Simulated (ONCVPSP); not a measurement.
**Cs: generating and testing an ONCV potential**

Aim: build the potential from the settings below, then test how well it stands in for the atom: other configurations, scattering, ghost states and the plane-wave cutoff that it needs.

The numbers are computed with ONCVPSP 4.0.1 (LDA (Perdew-Zunger), scalar-relativistic, spin-unpolarised reference atom).

### 1 Settings

Typed settings, in words:

* element: caesium (Cs, Z = 55)
* type: optimised norm-conserving Vanderbilt (ONCV)
* frozen core: [Kr] 4d10
* valence charge: 9
* reference configuration: 5s2 5p6 (charge +1)
* partial waves: 5s: rc 2.60 bohr, ncon 4, nbas 7, qcut 6.1 1/bohr, 2 projectors, debl 0.5 Ha; 5p: rc 2.40 bohr, ncon 5, nbas 8, qcut 6.3 1/bohr, 3 projectors, debl 1 Ha; d scattering state at 0.02 Ha: rc 2.30 bohr, ncon 4, nbas 9, qcut 4.7 1/bohr, 2 projectors, debl 3.2 Ha
* local potential: polynomial inside 1.55 bohr (lpopt 5, dvloc0 3 Ha)
* core correction: polynomial model core, fcfact 0.3

The outer shells as boxes (Hund's rule for the drawing; the calculation is spin-unpolarised):

```
[Kr] core
4d [↑↓][↑↓][↑↓][↑↓][↑↓]
5s [↑↓]
5p [↑↓][↑↓][↑↓]
```

The nodes and maxima of the atom's own shells, from an earlier all-electron run, set the scale for the radii.

All-electron outer shells of the reference configuration (LDA (Perdew-Zunger), scalar-relativistic, ld1.x):

```tsv
shell	level (eV)	outermost node (bohr)	outermost maximum (bohr)
5p	-18.83	0.89	1.76
6s	-5.65	2.08	4.08
5d	-4.47	1.05	2.84
6p	-3.34	2.51	5.23
```

### 2 Generating the potential

Cs.dat reads:

```
# ATOM AND REFERENCE CONFIGURATION
# atsym  z   nc   nv     iexc    psfile
  Cs 55.00    9    2        3      upf
#
#   n    l    f
    1    0    2.00
    2    0    2.00
    2    1    6.00
    3    0    2.00
    3    1    6.00
    3    2   10.00
    4    0    2.00
    4    1    6.00
    4    2   10.00
    5    0    2.00
    5    1    6.00
#
# PSEUDOPOTENTIAL AND OPTIMIZATION
# lmax
    2
#
#   l,   rc,      ep,       ncon, nbas, qcut
    0    2.60    0.00    4    7    6.10
    1    2.40    0.00    5    8    6.30
    2    2.30    0.02    4    9    4.70
#
# LOCAL POTENTIAL
# lloc, lpopt,  rc(5),   dvloc0
    4    5    1.55    3.00
#
# VANDERBILT-KLEINMAN-BYLANDER PROJECTORs
# l, nproj, debl
    0    2    0.50
    1    3    1.00
    2    2    3.20
#
# MODEL CORE CHARGE
# icmod, fcfact, rcfact
    1    0.30    0.00
#
# LOG DERIVATIVE ANALYSIS
# epsh1, epsh2, depsh
   -3.00    5.00    0.02
#
# OUTPUT GRID
# rlmax, drl
    6.00    0.01
#
# TEST CONFIGURATIONS
# ncnf
    4
# nvcnf
#   n    l    f
    3
    5    0    2.00
    5    1    6.00
    6    0    1.00
#
    3
    5    0    2.00
    5    1    6.00
    6    0    0.50
#
    3
    5    0    2.00
    5    1    6.00
    6    1    1.00
#
    3
    5    0    2.00
    5    1    6.00
    5    2    1.00
#
```

Launch:

```bash
$ oncvpsp.x < Cs.dat > Cs.out
```

Q: Predict the outcome of this session. Wanted: cutoffs for 1 and 0.1 mHa per electron, occupied waves; bound ghosts; GHOST(+) flags; largest test error; largest phase difference near zero energy, channels read; rms error of d²Exc/dn², without and with the model core; projector energies reset by the program.

**Answer**, as computed:

```
                                                quantity                                    value
  cutoffs for 1 and 0.1 mHa per electron, occupied waves                          13 Ha and 16 Ha
                                            bound ghosts                               none found
                                          GHOST(+) flags                               s at 85 eV
                            largest test error (AE − PS)                +0.3 meV, for 5s2 5p6 6p1
largest phase difference near zero energy, channels read                                0.004 rad
 rms error of d²Exc/dn², without and with the model core                        6.75 and 0.39 mHa
                 projector energies reset by the program  s: -1.183, 0.250 Ha; d: 0.050, 3.250 Ha
```

What this shows: By total energies transferability is very good: the largest error is 0.3 meV on 2.5 eV, for 5s2 5p6 6p1. By its cutoff, 13 Ha for the looser tolerance, it is soft on the atom at that tolerance. At the looser tolerance the 5p wave is the slowest; 5s needs 10 Ha. No bound ghost shows below the valence levels. Near zero energy the phases of the channels with partial waves agree within 0.004 rad. The program also flags highly localised states, GHOST(+) (s). All of this concerns the isolated atom, not yet a solid.
